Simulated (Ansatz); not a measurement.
A nudged elastic band was laid between two geometries of a periodic cell of 17 atoms, Li (host Li, host structure bcc, interstitial Li).

The calculation used Ansatz 0.2.0, DFT PBE, scalar-relativistic, plane waves, PAW. Settings: cutoff 420 eV, k mesh 3x3x3, fermi-dirac smearing 0.05 eV, no spin polarisation.

```
movable images  : 3
climbing image  : yes
spring          : 5.0 eV/Å²
optimiser       : quadratic models (default)
start path      : default
force threshold : 0.05 eV/Å
iteration limit : 10
end points      : relaxed
```

Initial state:

```xyz
17
Lattice="6.9800 0.0000 0.0000 0.0000 6.9800 0.0000 0.0000 0.0000 6.9800" Properties=species:S:1:pos:R:3
Li -0.099 -0.003 -0.108
Li 3.579 -0.161 -0.075
Li -0.169 3.235 0.047
Li 0.738 -0.284 3.906
Li 1.741 1.660 1.637
Li 3.663 3.834 -0.360
Li 3.493 -0.148 3.471
Li 4.438 2.194 1.373
Li 0.062 3.323 3.451
Li 1.695 5.140 1.608
Li 1.916 1.787 5.402
Li 3.358 3.591 3.538
Li 5.353 5.102 1.771
Li 5.205 1.698 5.106
Li 1.572 4.915 5.512
Li 5.444 5.258 4.981
Li 6.048 0.750 2.462
```

Final state:

```xyz
17
Lattice="6.9800 0.0000 0.0000 0.0000 6.9800 0.0000 0.0000 0.0000 6.9800" Properties=species:S:1:pos:R:3
Li 0.111 0.007 0.107
Li 3.064 -0.346 -0.767
Li -0.041 3.243 0.189
Li 0.099 -0.149 3.434
Li 1.883 1.701 1.784
Li 3.542 3.356 -0.039
Li 3.540 -0.123 3.487
Li 5.576 2.160 2.505
Li 0.337 3.790 3.326
Li 1.993 5.271 1.559
Li 1.624 1.789 5.098
Li 3.450 3.614 3.633
Li 5.231 5.127 1.646
Li 5.363 1.694 5.237
Li 1.439 4.890 5.401
Li 5.385 5.147 5.294
Li 4.490 0.737 0.867
```

**Question.** Which bonds break or form, and what moves?

**Answer.** The atom that moves furthest is Li17, by 2.23 Å; four of its nearest neighbours are Li8 2.42, Li4 2.44, Li13 2.80, Li1 2.80 Å at the first end and Li2 2.42, Li8 2.43, Li13 2.80, Li1 2.81 Å at the last.

**Question.** What energy profile does the band end with?

**Answer.** The forces met the threshold. The highest image is number 2 of 0 to 4, 0.005 eV above the ends, which have the same energy within 2 meV. The top lies less than 8 meV above the higher end, about what the thresholds resolve: the motion is nearly free. The order of the point at the top wasn't checked. Limits of this set-up: coarse k mesh, a small cell, in which the defect meets its images, a typed lattice constant that wasn't relaxed here.

```
image  path coordinate (Å)  energy (eV)  Li2–Li8 (Å)  Li4–Li7 (Å)  Li4–Li15 (Å)
    0                 0.00        0.000         2.90         2.79          2.54
    1                 1.60        0.001         3.44         3.09          2.75
    2                 3.20        0.005         4.25         3.48          3.03
    3                 4.40        0.001         4.67         3.46          3.03
    4                 5.60        0.000         4.83         3.44          3.07
```

**Question.** What is the geometry of the highest image?

**Answer.** 
```xyz
17
Lattice="6.9800 0.0000 0.0000 0.0000 6.9800 0.0000 0.0000 0.0000 6.9800" Properties=species:S:1:pos:R:3
Li 0.396 0.023 -0.291
Li 3.425 -0.360 -0.256
Li 0.002 3.133 0.066
Li 0.100 -0.065 3.457
Li 1.942 1.608 1.691
Li 3.567 3.375 -0.041
Li 3.580 -0.168 3.411
Li 4.547 2.562 2.624
Li 0.138 3.229 3.408
Li 1.711 5.115 1.626
Li 2.029 1.710 5.066
Li 3.135 4.082 3.862
Li 5.447 5.083 1.631
Li 5.248 1.622 5.203
Li 1.394 4.992 5.409
Li 5.427 5.100 5.233
Li 5.474 0.858 1.141
```

The run took 3 min on 2 threads of Intel(R) Xeon(R) 6975P-C (Granite Rapids), with other jobs on the host, peak memory 0.96 GiB.
